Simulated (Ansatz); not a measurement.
# C9H21Al: how energies converge with the basis set

One table from this session's results is given with a row withheld; the runs are named, their logs left out.

Computed with Ansatz 0.2.0, Gaussian basis. Level: one geometry, several basis sets.

Plan: PBE0-D4/def2-SVP; ωB97M-V/def2-SVP; PBE0-D4/def2-QZVPP; ωB97M-V/def2-QZVPP; the functionals' def2-TZVPP values are taken from earlier runs.

1 further run of the same task is left out (it didn't finish).

### The geometry

The geometry comes from an earlier relaxation with PBE0-D4 in a triple-zeta def2 set; it is a stationary point, not always the lowest conformer.

SMILES `C[CH](C)[Al]([CH](C)C)[CH](C)C`, 31 atoms, charge 0, spin multiplicity 1.

Atoms are counted from 1 here; the program's logs count them from 0.

Bond lengths: C1–C2 1.533 Å, C1–H11 1.096 Å, C1–H12 1.096 Å, C1–H13 1.098 Å, C2–C3 1.526 Å, C2–Al4 1.980 Å, C2–H14 1.099 Å, C3–H15 1.098 Å, C3–H16 1.094 Å, C3–H17 1.094 Å, Al4–C5 1.980 Å, Al4–C8 1.979 Å, C5–C6 1.527 Å, C5–C7 1.532 Å, C5–H18 1.099 Å, C6–H19 1.098 Å, C6–H20 1.095 Å, C6–H21 1.094 Å and more. Angles: C2–C1–H11 112.6°, C2–C1–H12 111.7°, C2–C1–H13 111.4°, H11–C1–H12 107.3°, H11–C1–H13 106.9°, H12–C1–H13 106.6°, C1–C2–C3 110.6°, C1–C2–Al4 108.3°, C1–C2–H14 107.3°, C3–C2–Al4 115.4°, C3–C2–H14 108.1°, Al4–C2–H14 106.8°, C2–C3–H15 111.4°, C2–C3–H16 111.7°, C2–C3–H17 112.4°, H15–C3–H16 106.7°, H15–C3–H17 107.1°, H16–C3–H17 107.1° and more.

The first run:

in.yaml reads:

```yaml
crystal:
  periodic: [false, false, false]
  atoms:
    - {symbol: C, position_ang: [0.240687, -2.010310, 1.918981]}
    - {symbol: C, position_ang: [0.916876, -0.733350, 1.406503]}
    - {symbol: C, position_ang: [1.008873, 0.308202, 2.517966]}
    - {symbol: Al, position_ang: [-0.025371, -0.143993, -0.231604]}
    - {symbol: C, position_ang: [-1.597554, 1.056158, -0.136794]}
    - {symbol: C, position_ang: [-2.605718, 0.681492, 0.947568]}
    - {symbol: C, position_ang: [-1.132165, 2.505031, 0.039362]}
    - {symbol: C, position_ang: [0.573332, -0.776323, -2.009226]}
    - {symbol: C, position_ang: [0.684837, 0.385422, -2.999714]}
    - {symbol: C, position_ang: [1.855736, -1.602580, -1.985015]}
    - {symbol: H, position_ang: [0.220705, -2.806904, 1.167195]}
    - {symbol: H, position_ang: [-0.794715, -1.824998, 2.225992]}
    - {symbol: H, position_ang: [0.760655, -2.414231, 2.797266]}
    - {symbol: H, position_ang: [1.938286, -1.002819, 1.104792]}
    - {symbol: H, position_ang: [1.523549, -0.091888, 3.401389]}
    - {symbol: H, position_ang: [0.018464, 0.634046, 2.850786]}
    - {symbol: H, position_ang: [1.553686, 1.203956, 2.205476]}
    - {symbol: H, position_ang: [-2.105063, 0.988520, -1.109224]}
    - {symbol: H, position_ang: [-3.454575, 1.377579, 0.964026]}
    - {symbol: H, position_ang: [-2.156211, 0.709519, 1.945208]}
    - {symbol: H, position_ang: [-3.016342, -0.323160, 0.807433]}
    - {symbol: H, position_ang: [-0.464752, 2.832419, -0.764941]}
    - {symbol: H, position_ang: [-1.981855, 3.200003, 0.052256]}
    - {symbol: H, position_ang: [-0.597391, 2.645552, 0.984892]}
    - {symbol: H, position_ang: [-0.240873, -1.426957, -2.367214]}
    - {symbol: H, position_ang: [0.924007, 0.032119, -4.010716]}
    - {symbol: H, position_ang: [-0.241169, 0.963953, -3.068658]}
    - {symbol: H, position_ang: [1.482285, 1.081718, -2.716336]}
    - {symbol: H, position_ang: [2.706925, -1.011196, -1.631116]}
    - {symbol: H, position_ang: [2.119837, -1.971698, -2.984289]}
    - {symbol: H, position_ang: [1.777317, -2.472487, -1.326550]}
basis:
  gaussian: {orbitals: def2-SVP}
hamiltonian: {xc: pbe0, dispersion: d4}
output: {orbitals: {seedname: orbitals}}
```

Launch:

```console
ansatz run in.yaml --threads 4 --pin off --events-out ev --progress --plain --max-ram 41984MiB --backend cpu
```

Among the steps run: PBE0-D4 in def2-SVP; ωB97M-V in def2-SVP; PBE0-D4 in def2-QZVPP; ωB97M-V in def2-QZVPP.

One of the session's tables, all rows but one given; the rest of the session is left out.

| functional | basis | HOMO (eV) |
| --- | --- | --- |
| PBE0-D4 | def2-SVP | -6.50 |
| PBE0-D4 | def2-TZVPP | -6.52 |
| PBE0-D4 | def2-QZVPP | ? |
| ωB97M-V | def2-SVP | -8.69 |
| ωB97M-V | def2-TZVPP | -8.71 |
| ωB97M-V | def2-QZVPP | -8.71 |

**Question.** Estimate the row for PBE0-D4, def2-QZVPP.

**Answer.** HOMO (eV): -6.53. In the column «HOMO (eV)» it lies between ωB97M-V, def2-SVP (-8.69) and PBE0-D4, def2-TZVPP (-6.52).
